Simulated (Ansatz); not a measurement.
# RbLuS2: the cost of one run

Computed with Ansatz 0.2.0 (DFT PBEsol, frozen-core PAW, scalar-relativistic unless said, unless a step's input says otherwise).

**1. Starting point**

The structure is trigonal, space group R-3m (No. 166). The conventional cell has a = 3.991 Å, b = 3.991 Å, c = 22.838 Å, α = 90.00°, β = 90.00°, γ = 120.00°. Around Rb (site symmetry -3m) lie 6 S at 3.29 Å. Around Lu (site symmetry -3m) lie 6 S at 2.72 Å. S (site symmetry 3m) is surrounded by 3 Lu at 2.72 Å and 3 Rb at 3.29 Å.

Structure file:

```
CELL_PARAMETERS angstrom
1.99550 1.15210 7.61267
-1.99550 1.15210 7.61267
0.00000 -2.30420 7.61267
ATOMIC_POSITIONS crystal
Rb 0.00000 0.00000 0.00000
Lu 0.50000 0.50000 0.50000
S 0.23030 0.23030 0.23030
S 0.76970 0.76970 0.76970
```

Cartesian axes are those of the input's lattice vectors. The structure goes back to a database entry.

**2. Cell and atoms relaxed, PAW**

File input.yaml:

```yaml
crystal:
  lattice:
    - [1.9955, 1.15210246217, 7.6126666667]
    - [-1.9955, 1.15210246217, 7.6126666667]
    - [0.0, -2.30420492433, 7.6126666667]
  atoms:
    - { symbol: Rb, position: [0.0, 0.0, 0.0] }
    - { symbol: Lu, position: [0.5, 0.5, 0.5] }
    - { symbol: S, position: [0.2303, 0.2303, 0.2303] }
    - { symbol: S, position: [0.7697, 0.7697, 0.7697] }
kpoints:
  mp_grid: { grid: [10, 10, 10] }
scf:
  occupations: { method: fermi_dirac, width: 0.05 }
hamiltonian:
  xc: pbesol
  pseudopotentials: { kind: paw }
relax:
  f_tol: 0.002
  max_steps: 80
  cell: {}
output:
  forces: true
  stress: true
```

The run is started by

```bash
> ansatz run input.yaml --threads 1 --pin off --max-ram 3072MiB --backend cpu --events-out ev --progress --plain --runs-dir out
```

What time and memory should one allow on 1 thread of Intel Xeon Platinum 8488C (Sapphire Rapids), shared host?

About 95 s, with a peak of 0.63 GiB.
